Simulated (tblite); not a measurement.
# C8H15B: the cost of one run

Programs: tblite 0.8.0 and PySCF 2.14.0, with density-fitted response routines of our own. Each step states its level of theory. These are calculated values for one molecule in the gas phase, unless marked as measured. Atoms count from 0, in the outputs and in this text.

## (1) The molecule as given

24 atoms, charge 0, multiplicity 1; geometry from: force field or distance geometry start.

Bonds of the start (Å): B0–C1 1.59, C1–C2 1.50, C2–C3 1.51, C3–C4 1.52, C4–C5 1.49, C5–C6 1.53, C6–C7 1.54, C7–C8 1.52, C4–B0 1.58, C8–C5 1.52, B0–H9 1.17, C1–H10 1.12, C1–H11 1.11, C2–H12 1.12, C2–H13 1.09, C3–H14 1.08, C3–H15 1.12, C4–H16 1.13, C5–H17 1.11, C6–H18 1.11, C6–H19 1.09, C7–H20 1.09, C7–H21 1.11, C8–H22 1.11, C8–H23 1.13.

## (2) Relaxing the molecule with GFN2-xTB

Job settings and geometry (Å):

```
{"job": {"kind": "relax", "xc": "GFN2-xTB", "basis": "xTB"}, "charge": 0, "multiplicity": 1}
B     -1.163300    -0.996700     0.796400
C     -2.601600    -0.694800     0.187300
C     -2.527300     0.696300    -0.371000
C     -1.091300     1.004000    -0.703800
C     -0.250900     0.170300     0.252200
C      0.954400    -0.312500    -0.481000
C      1.907100    -1.173700     0.352400
C      2.601400     0.138400     0.746700
C      2.124500     0.647500    -0.608700
H     -0.956500    -1.604700     1.776400
H     -3.372700    -0.805000     0.996500
H     -2.863100    -1.396500    -0.626800
H     -3.137500     0.687600    -1.307300
H     -2.966400     1.414200     0.327000
H     -0.894200     0.745800    -1.737300
H     -0.955700     2.099000    -0.507700
H      0.006100     0.873100     1.097900
H      0.663400    -0.786100    -1.438800
H      1.446000    -1.707100     1.206800
H      2.556100    -1.749500    -0.308500
H      3.684300     0.079700     0.852300
H      2.129000     0.686300     1.584200
H      1.888500     1.727200    -0.654800
H      2.807900     0.277000    -1.422900
```

The run is started by

```console
$ OMP_NUM_THREADS=1 python probes_run.py task.json out
```

The driver reads the jobs from task.json and runs them one after another.

Q: Estimate the wall time and peak memory of this first job on 1 thread of Arm Neoverse N1, shared host.

About 1.6 s, with a peak of 0.18 GiB.
